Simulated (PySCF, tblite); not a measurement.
**CH₇FNSi₂ radical, a small gas-phase stand-in for a defect centre (Si site with back bonds N[SiH3], C, F): EPR parameters**

Aim: the EPR parameters of `C[Si](F)N[SiH3]`. It is drawn as: dangling bond.

Programs: tblite 0.8.0 and PySCF 2.14.0. All values are calculated, for the isolated system unless a continuum is named. Atoms count from 0, parts from 1.

### Step 1. Starting point

12 atoms, charge 0, multiplicity 2; geometry: distance geometry start.

### Step 2. Relaxing the cluster with GFN2-xTB

The job: settings as JSON, then the geometry in Å.

```
{"job": {"kind": "relax", "xc": "GFN2-xTB", "basis": "xTB"}, "charge": 0, "multiplicity": 2}
Si     0.402307     0.792371    -1.024556
N     -0.762935     0.920871     0.179495
Si    -1.855293    -0.365232     0.137666
C      1.763236    -0.429256    -0.571571
F      1.077424     2.230757    -1.118547
H     -0.321177     0.981532     1.119866
H     -2.477778    -0.412579    -1.233342
H     -1.109334    -1.633099     0.423544
H     -2.860996    -0.139991     1.167076
H      1.396593    -1.422536    -0.534088
H      2.567214    -0.366386    -1.317462
H      2.188291    -0.150844     0.403704
```

With the program's defaults for keys left out, this is: GFN2-xTB geometry optimisation, gas phase.

The run is started by

```
$ OMP_NUM_THREADS=1 python cluster_run.py task.json out
```

The driver reads the jobs from task.json and runs them one after another.

Output:

```text
step      E/eV     max force
  0    -458.39527    2.346
  1    -458.54236    0.731
  2    -458.56911    0.419
  3    -458.59422    0.448
  4    -458.61457    0.567
  5    -458.64391    0.624
  6    -458.66848    0.476
  7    -458.69054    0.433
  8    -458.70542    0.346
  9    -458.72019    0.273
 10    -458.73483    0.366
 11    -458.74945    0.385
 12    -458.76243    0.346
 13    -458.77106    0.264
 14    -458.77814    0.258
 15    -458.78470    0.457
 16    -458.79336    0.293
 17    -458.80208    0.219
 18    -458.80853    0.199
 19    -458.81357    0.222
 20    -458.82482    0.288
 21    -458.83474    0.600
 22    -458.84118    0.204
 23    -458.84610    0.149
 24    -458.84865    0.133
 25    -458.85281    0.183
 26    -458.85583    0.200
 27    -458.85925    0.173
 28    -458.86210    0.131
 29    -458.86429    0.107
 30    -458.86563    0.110
 31    -458.86673    0.090
 32    -458.86784    0.121
 33    -458.86888    0.122
 34    -458.86976    0.096
 35    -458.87046    0.085
 36    -458.87097    0.083
 37    -458.87138    0.054
 38    -458.87168    0.032
 39    -458.87189    0.030
 40    -458.87202    0.027
 41    -458.87213    0.030
 42    -458.87229    0.033
 43    -458.87254    0.045
 44    -458.87288    0.052
 45    -458.87319    0.044
 46    -458.87340    0.041
 47    -458.87355    0.035
 48    -458.87377    0.043
 49    -458.87414    0.060
 50    -458.87459    0.065
 51    -458.87500    0.052
 52    -458.87533    0.055
 53    -458.87575    0.070
 54    -458.87648    0.105
 55    -458.87759    0.128
 56    -458.87866    0.112
 57    -458.87940    0.099
 58    -458.87999    0.089
 59    -458.88064    0.094
 60    -458.88143    0.085
 61    -458.88207    0.055
 62    -458.88236    0.097
 63    -458.88258    0.042
 64    -458.88275    0.036
 65    -458.88344    0.078
 66    -458.88382    0.078
 67    -458.88417    0.053
 68    -458.88428    0.016
 69    -458.88431    0.010
 70    -458.88432    0.013
 71    -458.88434    0.015
 72    -458.88436    0.011
 73    -458.88438    0.011
 74    -458.88440    0.013
 75    -458.88442    0.013
 76    -458.88443    0.010
 77    -458.88444    0.009
 78    -458.88446    0.011
 79    -458.88448    0.013
 80    -458.88451    0.017
 81    -458.88454    0.021
 82    -458.88457    0.023
 83    -458.88463    0.023
 84    -458.88469    0.020
 85    -458.88476    0.018
 86    -458.88479    0.015
 87    -458.88483    0.016
 88    -458.88486    0.016
 89    -458.88494    0.026
 90    -458.88507    0.033
 91    -458.88522    0.032
 92    -458.88534    0.028
 93    -458.88542    0.028
 94    -458.88548    0.030
 95    -458.88553    0.035
 96    -458.88558    0.028
 97    -458.88564    0.014
 98    -458.88567    0.013
 99    -458.88573    0.016
100    -458.88581    0.020
101    -458.88592    0.021
102    -458.88602    0.021
103    -458.88601    0.036
104    -458.88611    0.015
105    -458.88612    0.012
106    -458.88615    0.007
```

Wall time 2 s (1 thread of Intel Xeon 6975P-C, shared host).

The steps of the relaxation:

| step | energy from step 0 (eV) | largest force (eV/Å) |
| --- | --- | --- |
| 0 | 0.0000 | 2.3460 |
| 4 | -0.2193 | 0.5674 |
| 8 | -0.3102 | 0.3460 |
| 12 | -0.3672 | 0.3465 |
| 16 | -0.3981 | 0.2930 |
| 20 | -0.4296 | 0.2875 |
| 24 | -0.4534 | 0.1327 |
| 28 | -0.4668 | 0.1316 |
| 32 | -0.4726 | 0.1213 |
| 36 | -0.4757 | 0.0834 |
| 40 | -0.4768 | 0.0272 |
| 44 | -0.4776 | 0.0518 |
| 48 | -0.4785 | 0.0425 |
| 52 | -0.4801 | 0.0550 |
| 56 | -0.4834 | 0.1122 |
| 60 | -0.4862 | 0.0855 |
| 64 | -0.4875 | 0.0359 |
| 68 | -0.4890 | 0.0155 |
| 72 | -0.4891 | 0.0106 |
| 76 | -0.4892 | 0.0099 |
| 80 | -0.4892 | 0.0166 |
| 84 | -0.4894 | 0.0197 |
| 88 | -0.4896 | 0.0163 |
| 92 | -0.4901 | 0.0282 |
| 96 | -0.4903 | 0.0279 |
| 100 | -0.4905 | 0.0205 |
| 104 | -0.4908 | 0.0156 |
| 106 | -0.4909 | 0.0072 |

Close pairs (by a distance rule), those that changed most:

| bond | before (Å) | after (Å) | change (Å) |
| --- | --- | --- | --- |
| Si0–N1 | 1.680 | 1.729 | +0.048 |
| Si0–F4 | 1.592 | 1.640 | +0.048 |
| N1–Si2 | 1.688 | 1.732 | +0.045 |
| Si2–H6 | 1.506 | 1.466 | -0.041 |
| Si2–H7 | 1.499 | 1.465 | -0.034 |
| N1–H5 | 1.041 | 1.008 | -0.033 |
| C3–H9 | 1.059 | 1.084 | +0.025 |
| C3–H10 | 1.098 | 1.085 | -0.013 |

### Step 3. Geometry optimisation at PBE0-D3(BJ)/def2-SVP

The job: settings as JSON, then the geometry in Å.

```
{"job": {"xc": "PBE0", "basis": "def2-SVP", "d3": "d3bj", "grid": 2, "kind": "geom", "shake": 0.01}, "charge": 0, "multiplicity": 2}
Si     0.637278     0.913828    -0.793560
N     -0.764092     0.835650     0.243073
Si    -1.877803    -0.486487     0.434742
C      1.867335    -0.484211    -0.514742
F      1.348041     2.287791    -0.248568
H     -1.013927     1.715214     0.685025
H     -2.560202    -0.736923    -0.812443
H     -1.061944    -1.665611     0.795655
H     -2.769979    -0.086204     1.536117
H      1.384573    -1.441444    -0.762841
H      2.727482    -0.362450    -1.091656
H      2.121729    -0.516737     0.546200
```

Output:

```text
step   0  E = -775.17601488  max force = 0.044821
step   1  E = -775.18172428  max force = 0.005806
step   2  E = -775.18238020  max force = 0.001806
step   3  E = -775.18248406  max force = 0.000721
step   4  E = -775.18257203  max force = 0.001684
step   5  E = -775.18280447  max force = 0.004242
step   6  E = -775.18296044  max force = 0.003538
step   7  E = -775.18296203  max force = 0.003006
step   8  E = -775.18322194  max force = 0.001494
step   9  E = -775.18325807  max force = 0.001420
step  10  E = -775.18332562  max force = 0.000843
step  11  E = -775.18333300  max force = 0.000506
step  12  E = -775.18333923  max force = 0.000277
optimisation converged
```

It took 1.8 min on 1 thread of Intel Xeon 6975P-C, shared host; peak memory 0.59 GiB.

Relaxation path:

| step | energy from step 0 (eV) | largest force component (eV/Å) |
| --- | --- | --- |
| 0 | 0.0000 | 2.3048 |
| 1 | -0.1554 | 0.2986 |
| 2 | -0.1732 | 0.0929 |
| 3 | -0.1760 | 0.0371 |
| 4 | -0.1784 | 0.0866 |
| 5 | -0.1848 | 0.2181 |
| 6 | -0.1890 | 0.1819 |
| 7 | -0.1890 | 0.1546 |
| 8 | -0.1961 | 0.0768 |
| 9 | -0.1971 | 0.0730 |
| 10 | -0.1989 | 0.0433 |
| 11 | -0.1991 | 0.0260 |
| 12 | -0.1993 | 0.0142 |

Distances of close pairs at the start and the end, largest changes first:

| bond | before (Å) | after (Å) | change (Å) |
| --- | --- | --- | --- |
| C3–H10 | 1.043 | 1.100 | +0.057 |
| Si2–H6 | 1.444 | 1.497 | +0.054 |
| Si2–H8 | 1.473 | 1.493 | +0.020 |
| Si2–H7 | 1.479 | 1.493 | +0.015 |
| C3–H11 | 1.091 | 1.103 | +0.011 |
| Si0–N1 | 1.745 | 1.734 | -0.011 |
| Si0–C3 | 1.883 | 1.872 | -0.010 |
| N1–Si2 | 1.739 | 1.748 | +0.009 |

The next job starts from the end point, and lists it.

| at the end point | value |
| --- | --- |
| point group (found at 0.08 Å tolerance) | C1 |
| rotational constants (GHz, main isotopes) | 5.382, 1.750, 1.447 |
| dipole moment (D) | 1.39 |
| ⟨S²⟩ | 0.751 |

### Step 4. EPR parameters: B3LYP/IGLO-III+pcH-1

The job: settings as JSON, then the geometry in Å.

```
{"job": {"kind": "epr"}, "charge": 0, "multiplicity": 2}
Si     0.802052     1.156777    -0.596690
N     -0.753705     0.999151     0.152629
Si    -1.656593    -0.442073     0.557179
C      1.614413    -0.528265    -0.679547
F      1.739091     2.130392     0.329155
H     -1.273873     1.866473     0.263139
H     -2.179459    -1.165174    -0.645240
H     -0.796342    -1.399742     1.313734
H     -2.818040    -0.029331     1.399563
H      1.021590    -1.228503    -1.288234
H      2.616326    -0.448572    -1.125656
H      1.720247    -0.943443     0.336742
```

Level: UKS B3LYP, IGLO-III on C F N Si, pcH-1 on H, non-relativistic, mean-field spin-orbit, GIAO.

Output:

```text
UKS, coarse grid
  cycle   1  E = -776.00856563  |g| = 5.75e-01
  cycle   2  E = -775.81621825  |g| = 9.49e-01
  cycle   3  E = -776.12422604  |g| = 9.03e-02
  cycle   4  E = -776.12673746  |g| = 3.98e-02
  cycle   5  E = -776.12743011  |g| = 7.90e-03
  cycle   6  E = -776.12745094  |g| = 4.44e-03
  cycle   7  E = -776.12745881  |g| = 9.39e-04
UKS, final grid
  cycle   1  E = -776.12728631  |g| = 1.30e-03
  cycle   2  E = -776.12728523  |g| = 2.13e-03
  cycle   3  E = -776.12728699  |g| = 1.92e-04
  cycle   4  E = -776.12728700  |g| = 3.25e-05
  cycle   5  E = -776.12728700  |g| = 1.81e-05
E = -776.12728700 Eh   <S^2> = 0.7513 (exact 0.7500)
g shifts (ppm)      1          2          3
  rmc          -180       -180       -180
  gc             78         50        104
  oz_so       -1417        -69         56
  total       -1519       -198        -20
hyperfine (MHz)  atom isotope    a_iso     a_fc   dipolar eigenvalues
    0  29Si    -801.76    -802.87   -131.49     65.46     66.03
    1   14N      19.32      19.31     -4.37     -4.06      8.43
    2  29Si      -9.57      -9.59     -4.23      2.07      2.16
    3   13C      79.85      79.86     -8.44     -7.64     16.09
    4   19F     293.81     292.92   -119.88   -113.36    233.25
    5    1H      -0.65      -0.66     -7.44     -3.58     11.02
    6    1H       1.08       1.08     -1.27     -0.99      2.26
    7    1H       2.31       2.31     -1.44     -0.71      2.15
    8    1H       8.26       8.26     -1.13     -0.79      1.92
    9    1H      -6.24      -6.24     -5.52     -2.11      7.63
   10    1H      -3.09      -3.09     -5.93     -2.80      8.73
   11    1H      39.14      39.14     -5.05     -0.48      5.53
```

Wall time 43 s (1 thread of Intel Xeon 6975P-C, shared host); peak memory 0.99 GiB.

Principal g values 2.00080, 2.00212, 2.00230; g(iso) = 2.00174, against 2.00232 for a free electron.

Hyperfine couplings, nucleus by nucleus at this fixed geometry (no averaging over rotations):

| nuclei | isotope | a(iso) (MHz) | a(iso) (G, at g = 2.0023) | largest dipolar term (MHz) |
| --- | --- | --- | --- | --- |
| Si0 | 29Si | -801.8 | -286.1 | -131.5 |
| F4 | 19F | 293.8 | 104.8 | 233.2 |
| C3 | 13C | 79.9 | 28.5 | 16.1 |
| H11 | 1H | 39.1 | 14.0 | 5.5 |
| N1 | 14N | 19.3 | 6.9 | 8.4 |
| Si2 | 29Si | -9.6 | -3.4 | -4.2 |
| H8 | 1H | 8.3 | 2.9 | 1.9 |
| H9 | 1H | -6.2 | -2.2 | 7.6 |
| H10 | 1H | -3.1 | -1.1 | 8.7 |
| H7 | 1H | 2.3 | 0.8 | 2.2 |
| H6 | 1H | 1.1 | 0.4 | 2.3 |
| H5 | 1H | -0.7 | -0.2 | 11.0 |

Mulliken spin populations:

| atom | value (e) |
| --- | --- |
| Si0 | 0.85 |
| N1 | 0.04 |
| Si2 | 0.02 |
| C3 | 0.05 |
| F4 | 0.02 |
| H5 | 0.00 |
| H6 | 0.00 |
| H7 | 0.00 |
| H8 | 0.00 |
| H9 | 0.00 |
| H10 | 0.00 |
| H11 | 0.03 |

In first order the couplings over 0.8 MHz of 19F, 1H, 14N give 384 distinct lines over 140.1 G.

Orbitals, density, ELF and potential are computed afterwards from the orbital file.

ELF in a plane through or near 6 of the atoms.

Values, 10 rows by 14 columns:
```
0.00 0.00 0.00 0.00 0.00 0.00 0.00 0.00 0.00 0.00 0.00 0.00 0.00 0.00
0.00 0.00 0.00 0.00 0.02 0.05 0.01 0.00 0.00 0.00 0.00 0.00 0.00 0.00
0.00 0.00 0.00 0.03 0.40 0.60 0.11 0.01 0.66 0.57 0.00 0.00 0.00 0.00
0.00 0.00 0.00 0.02 0.29 0.52 0.11 0.60 0.95 0.70 0.01 0.07 0.00 0.00
0.00 0.00 0.01 0.06 0.20 0.14 0.13 0.84 0.56 0.37 0.82 0.99 0.60 0.00
0.00 0.00 0.86 0.99 0.91 0.40 0.42 0.06 0.15 0.73 0.83 0.95 0.61 0.00
0.00 0.00 0.47 0.94 0.61 0.89 0.53 0.01 0.40 0.67 0.30 0.05 0.01 0.00
0.00 0.00 0.00 0.02 0.09 0.56 0.15 0.00 0.06 0.20 0.08 0.00 0.00 0.00
0.00 0.00 0.00 0.00 0.00 0.00 0.00 0.00 0.00 0.00 0.00 0.00 0.00 0.00
0.00 0.00 0.00 0.00 0.00 0.00 0.00 0.00 0.00 0.00 0.00 0.00 0.00 0.00
```
The map spans 11.4 Å across and 9.6 Å up, centred on the molecule. Atoms in the plane (x, y in Å): Si0 (-1.0, 1.1), N1 (0.7, 1.0), Si2 (1.8, -0.4), C3 (-1.7, -0.6), H5 (1.2, 1.9), H10 (-2.8, -0.6).

On the surface of density 0.002 e/bohr³ the electrostatic potential runs, from the 1st to the 99th percentile, from -1.11 V near F4 to 1.76 V near H5.

The spin density lies nearest to Si0 69 %; N1 8 %; F4 8 %; C3 7 %.

### Step 5. EPR parameters: BHandHLYP/IGLO-III+pcH-1

Settings changed since step 4:

```diff
@@ -1,2 +1,2 @@
-{"job": {"kind": "epr"}, "charge": 0, "multiplicity": 2}
+{"job": {"kind": "epr", "xc": "BHandHLYP"}, "charge": 0, "multiplicity": 2}
 Si     0.802052     1.156777    -0.596690
```

Level: UKS BHandHLYP, IGLO-III on C F N Si, pcH-1 on H, non-relativistic, mean-field spin-orbit, GIAO.

Output:

```text
UKS, coarse grid
  cycle   1  E = -775.89563641  |g| = 4.72e-01
  cycle   2  E = -775.88924433  |g| = 5.49e-01
  cycle   3  E = -775.98113757  |g| = 4.27e-02
  cycle   4  E = -775.98196818  |g| = 2.21e-02
  cycle   5  E = -775.98221934  |g| = 5.87e-03
  cycle   6  E = -775.98224239  |g| = 2.50e-03
  cycle   7  E = -775.98224716  |g| = 1.06e-03
  cycle   8  E = -775.98224803  |g| = 2.96e-04
UKS, final grid
  cycle   1  E = -775.98213714  |g| = 1.94e-04
  cycle   2  E = -775.98213717  |g| = 1.79e-04
  cycle   3  E = -775.98213718  |g| = 5.25e-05
  cycle   4  E = -775.98213718  |g| = 2.54e-05
E = -775.98213718 Eh   <S^2> = 0.7521 (exact 0.7500)
g shifts (ppm)      1          2          3
  rmc          -182       -182       -182
  gc             79         59         94
  oz_so       -1544        -83         22
  total       -1646       -206        -65
hyperfine (MHz)  atom isotope    a_iso     a_fc   dipolar eigenvalues
    0  29Si    -834.79    -835.90   -137.75     68.70     69.05
    1   14N      20.69      20.69     -4.27     -3.93      8.20
    2  29Si      -7.93      -7.95     -3.82      1.86      1.96
    3   13C      80.78      80.79     -8.42     -7.42     15.85
    4   19F     314.97     314.13   -115.97   -110.20    226.17
    5    1H      -2.12      -2.13     -7.53     -3.67     11.20
    6    1H       0.26       0.25     -1.25     -1.02      2.27
    7    1H       1.80       1.80     -1.41     -0.75      2.15
    8    1H       7.46       7.46     -1.07     -0.79      1.86
    9    1H      -7.22      -7.22     -5.56     -2.19      7.74
   10    1H      -4.23      -4.23     -5.95     -2.85      8.80
   11    1H      38.75      38.75     -5.01     -0.38      5.39
```

It took 38 s on 1 thread of Intel Xeon 6975P-C, shared host; peak memory 0.99 GiB.

In short: g(iso) 2.00168.

### Step 6. Side by side: EPR parameters

g, ⟨S²⟩ and isotropic hyperfine couplings (MHz), with basis size and wall time:

| run | g(iso) | ⟨S²⟩ | 29Si Si0 | 19F F4 | 13C C3 | 1H H11 | 14N N1 | functions | time |
| --- | --- | --- | --- | --- | --- | --- | --- | --- | --- |
| B3LYP/IGLO-III+pcH-1 | 2.00174 | 0.751 | -801.8 | 293.8 | 79.9 | 39.1 | 19.3 | 263 | 43 s |
| BHandHLYP/IGLO-III+pcH-1 | 2.00168 | 0.752 | -834.8 | 315.0 | 80.8 | 38.8 | 20.7 | 263 | 38 s |

### Step 7. What came out

| quantity | value |
| --- | --- |
| point group | C1 |
| rotational constants (main isotopes) | 5.38, 1.75, 1.45 GHz |
| g(iso) (B3LYP) | 2.00174 |
| ⟨S²⟩ | 0.751 (exact 0.75) |
| largest a(iso) | 29Si on Si0, -801.8 MHz |
| potential on the surface of density 0.002 e/bohr³, 1st and 99th percentile | -1.11 V and 1.76 V |

**Reading.** The start of the PBE0/def2-SVP relaxation was shaken at random by about 0.01 Å, so part of the energy gained, and of the first lengths quoted, undoes that. The optimisation took 12 steps and gained 0.199 eV; among the close pairs (by a distance rule), C3–H10 changed most, from 1.043 to 1.100 Å (PBE0/def2-SVP). Si0 carries the largest spin population, 0.85 e. The isotropic g lies 0.6 ppt below the free-electron value. The coupling of 29Si on Si0 runs from -834.8 (BHandHLYP/IGLO-III+pcH-1) to -801.8 MHz (B3LYP/IGLO-III+pcH-1). A capped cluster stands for the solid here, so long-range fields and strain are missing, and bands or shifts of the capping hydrogens have no counterpart in it.
